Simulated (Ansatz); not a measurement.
**CH8BNSi: basis-set convergence**

The task here is to estimate one member of a computed series from the others.

Method: one geometry, several basis sets; program: Ansatz 0.2.0, Gaussian basis.

Levels to be run: PBE0-D4/def2-SVP; ωB97M-V/def2-SVP; PBE0-D4/def2-QZVPP; ωB97M-V/def2-QZVPP; the functionals' def2-TZVPP values are taken from earlier runs.

## The geometry

The geometry comes from an earlier relaxation with PBE0-D4 in a triple-zeta def2 set; it is a stationary point, not always the lowest conformer.

12 atoms, charge 0, spin multiplicity 1.

Atoms are counted from 1 here; the program's logs count them from 0.

Bond lengths: B1–Si2 2.009 Å, B1–H5 1.197 Å, B1–H6 1.197 Å, Si2–C3 1.887 Å, Si2–H7 1.491 Å, Si2–H8 1.500 Å, C3–N4 1.457 Å, C3–H9 1.103 Å, C3–H10 1.096 Å, N4–H11 1.012 Å, N4–H12 1.012 Å. Angles: Si2–B1–H5 123.2°, Si2–B1–H6 119.9°, H5–B1–H6 116.9°, B1–Si2–C3 114.5°, B1–Si2–H7 110.7°, B1–Si2–H8 106.1°, C3–Si2–H7 110.3°, C3–Si2–H8 108.3°, H7–Si2–H8 106.7°, Si2–C3–N4 111.4°, Si2–C3–H9 108.3°, Si2–C3–H10 107.1°, N4–C3–H9 114.9°, N4–C3–H10 108.8°, H9–C3–H10 106.0°, C3–N4–H11 111.4°, C3–N4–H12 111.0°, H11–N4–H12 107.2°.

Geometry (Å):

```xyz
12
charge 0, multiplicity 1
B    -0.9451    2.1815    0.0101
Si   -0.5953    0.2820    0.5631
C     0.8220   -0.5538   -0.3608
N     0.9534   -1.9533    0.0206
H    -0.4154    2.6979   -0.9311
H    -1.7341    2.8444    0.6185
H    -0.3756    0.1948    2.0354
H    -1.8569   -0.4740    0.2707
H     0.6835   -0.3776   -1.4407
H     1.7417   -0.0252   -0.0847
H     1.6974   -2.4080   -0.4940
H     0.1013   -2.4635   -0.1728
```

The first run:

The input, in.yaml:

```yaml
crystal:
  periodic: [false, false, false]
  atoms:
    - {symbol: B, position_ang: [-0.945068, 2.181468, 0.010142]}
    - {symbol: Si, position_ang: [-0.595317, 0.281954, 0.563051]}
    - {symbol: C, position_ang: [0.822019, -0.553798, -0.360803]}
    - {symbol: N, position_ang: [0.953428, -1.953350, 0.020619]}
    - {symbol: H, position_ang: [-0.415382, 2.697857, -0.931106]}
    - {symbol: H, position_ang: [-1.734095, 2.844401, 0.618455]}
    - {symbol: H, position_ang: [-0.375552, 0.194773, 2.035422]}
    - {symbol: H, position_ang: [-1.856898, -0.474036, 0.270669]}
    - {symbol: H, position_ang: [0.683536, -0.377637, -1.440660]}
    - {symbol: H, position_ang: [1.741683, -0.025191, -0.084748]}
    - {symbol: H, position_ang: [1.697395, -2.408031, -0.493957]}
    - {symbol: H, position_ang: [0.101251, -2.463511, -0.172783]}
basis:
  gaussian: {orbitals: def2-SVP}
hamiltonian: {xc: pbe0, dispersion: d4}
output: {orbitals: {seedname: orbitals}}
```

Command:

```
$ ansatz run in.yaml --threads 2 --pin off --events-out ev --progress --plain --max-ram 4352MiB
```

Among the steps run: PBE0-D4 in def2-SVP; ωB97M-V in def2-SVP; PBE0-D4 in def2-QZVPP; ωB97M-V in def2-QZVPP.

One table of the session follows, with a row left open; its other results are not shown here.

It belongs to the step «Functionals by basis». 

| functional | basis | HOMO (eV) | LUMO (eV) |
| --- | --- | --- | --- |
| PBE0-D4 | def2-SVP | ? | ? |
| PBE0-D4 | def2-TZVPP | -6.88 | -2.34 |
| PBE0-D4 | def2-QZVPP | -6.93 | -2.35 |
| ωB97M-V | def2-SVP | -8.97 | -0.22 |
| ωB97M-V | def2-TZVPP | -9.27 | -0.39 |
| ωB97M-V | def2-QZVPP | -9.31 | -0.44 |

Q: Estimate the row for PBE0-D4, def2-SVP from the others.

As computed: HOMO (eV): -6.58; LUMO (eV): -2.27. In the column «HOMO (eV)» it is the highest.
